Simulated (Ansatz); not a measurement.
# WC, space group P-6m2: a phonon calculation by linear response

Computed with Ansatz 0.2.0 through its Python package.

`dfpt_wc.py`:
```python
"""Zone-centre and zone-boundary phonons of WC by linear response."""

from dataclasses import dataclass
from pathlib import Path
import warnings

import ansatz as az
from ase import Atoms
import numpy as np


@dataclass(frozen=True)
class Options:
    smearing_width: float = 0.1
    functional: str = "LDA"
    kmesh: tuple[int, ...] = (12, 12, 12)


settings = Options()

warnings.simplefilter("ignore", az.DeckWarning)

atoms = Atoms(
    ["W", "C"],
    scaled_positions=[
        (0.0, 0.0, 0.0),
        (2 / 3, 1 / 3, 0.5),
    ],
    cell=[
        (2.9065, 0.0, 0.0),
        (-1.45325, 2.517103, 0.0),
        (0.0, 0.0, 2.8366),
    ],
    pbc=True,
)
system = az.Crystal.from_ase(atoms)

model = system.calculation()
model = model.occupations(az.OccupationsMethod.FERMI_DIRAC, width=settings.smearing_width)
model = model.functional(settings.functional).kpoints(*settings.kmesh)
model = model.phonons("dfpt")
result = model.run(runs_dir="runs")
ph = result.phonons

print("Gamma modes (1/cm):", " ".join(f"{w:.1f}" for w in ph.gamma_omega_inv_cm))
print("in meV:", " ".join(f"{w * 0.1239842:.2f}" for w in ph.gamma_omega_inv_cm))
```

`python dfpt_wc.py` gives:
```text
Gamma modes (1/cm): 0.0 0.0 0.0 567.8 608.7 608.7
in meV: 0.00 0.00 0.00 70.40 75.47 75.47
```

Reading the output:
- The cell isn't relaxed first, so the values belong to this volume.
- Spin-orbit coupling, which matters for elements this heavy, is left out.
- The starting cell is as deposited in a crystallographic database; the results hold for this polymorph, which needn't be the stable one.
- The structure is taken as given; imaginary modes can come from an unrelaxed or unstable start. Phonons of metals also depend on mesh and smearing.
- It ran for 35 s on 1 thread of Arm Neoverse V1, with other jobs on the host, peak memory 0.59 GiB.
